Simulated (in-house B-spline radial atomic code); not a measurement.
# La⁹⁺: ionisation energy by several methods

An exercise on one series of results from a longer session: the logs are not shown, and one member is left open.

Program: in-house B-spline radial atomic code version 1. Level of theory: scalar-relativistic (X2C), several functionals, spin-polarised, exact exchange averaged over the configuration; spherical all-electron atom at the radial basis limit. These are calculated values, not measurements, unless marked.

## What is computed

```
element       : lanthanum (Z = 57)
charge        : +9
electrons     : 48
configuration : [Kr] 4d10 5s2
nucleus       : Fermi, rms radius 4.855 fm
```

The outer shells:

[Kr] 4d10 5s2
```
[Kr] core
4d [↑↓][↑↓][↑↓][↑↓][↑↓]
5s [↑↓]
```

Where spins are not typed, each open shell is filled with up spins first.

The first run:

Settings, as recorded:

```ini
Z = 57
electrons = 48.0
configuration = [Kr] 4d10 5s2
hamiltonian = x2c
method = m062x
spin_polarised = True
nucleus = fermi
rms_radius = 4.855
mass_number = 139
atomic_mass = 138.906362927
speed_of_light = 137.035999084
exact_exchange = averaged over the configuration
```

On the command line:

```sh
python run_scf.py task.json out
```

task.json lists these runs, among others, and the program works through them in turn.

Among the steps run: M06-2X; TPSSh; CAM-B3LYP; PBE0; B3LYP; HSE06.

One of the session's tables, all rows but one given; the rest of the session is left out.

```
   method  ΔSCF (eV)
   M06-2X     152.67
    TPSSh     152.30
     PBE0          ?
    B3LYP     153.13
CAM-B3LYP     153.11
    HSE06     152.60
```

Q: Estimate the row for PBE0 from the others.

The run gave: ΔSCF (eV): 152.55. In the column «ΔSCF (eV)» it lies between TPSSh (152.30) and HSE06 (152.60).
